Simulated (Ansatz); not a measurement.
What does this script print? It uses Ansatz 0.2.0 through its Python package.

Script `robust.py`:
```python
"""Refuse a result for HfPt3 that has doubts or was not closed by its thresholds."""

import warnings

import ansatz as az

lattice = az.Lattice.of(
    (4.00245, 0.0, 0.0),
    (0.0, 4.00245, 0.0),
    (0.0, 0.0, 4.00245),
)
sites = [
    ("Hf", (0.0, 0.0, 0.0)),
    ("Pt", (0.5, 0.5, 0.0)),
    ("Pt", (0.5, 0.0, 0.5)),
    ("Pt", (0.0, 0.5, 0.5)),
]
structure = az.Crystal(lattice=lattice)
for symbol, position in sites:
    structure = structure.atom(symbol, position)

calculation = (
    structure.calculation()
    .functional("r2scan", dispersion="d4")
    .pseudopotentials("nc")
    .kpoints(4, 4, 4, center="gamma")
    .occupations("fermi_dirac", width=0.2)
)

with warnings.catch_warnings(record=True) as caught:
    warnings.simplefilter("always")
    done = calculation.forces().stress().run(threads=1, backend="cpu")
for item in caught:
    if issubclass(item.category, (az.RunWarning, az.DeckWarning)):
        print(item.category.__name__, "-", str(item.message)[:120])
summary = done.report
doubts = summary["published_state_doubts"]
if doubts or summary.get("closed_by") != "deck_thresholds":
    print("rejected:", doubts, summary.get("closed_by"))
else:
    print(f"accepted: F = {summary['free_energy_ev']:.5f} eV")
```

```console
$ python robust.py
DeckWarning - basis.ecutwfc = 1225 eV, auto-derived from the records' recommended cutoffs: set by Hf (normal level)
accepted: F = -25014.11595 eV
```

What to keep in mind:
- The settings weren't tested for convergence.
- Such functionals run on norm-conserving files made under PBE, which can move pressures by some GPa.
- Dispersion corrections can be off by several per cent in the lattices of metals, and by several GPa in the pressure at a fixed cell.
- The mesh is modest for a metal, so energies can be off by several to tens of meV an atom and pressures by half a GPa or more; differences at equal mesh fare better.
- A Fermi-Dirac width this large means warm electrons, whose thermal share enters the free energy.
- Spin-orbit coupling, which matters for elements this heavy, is left out.
- This cell is a computed structure, which may not be the phase found in nature.
- The whole script took 4.7 s on 1 thread of AMD EPYC 9R05 (Zen 5), on a shared host, peak memory 0.95 GiB.
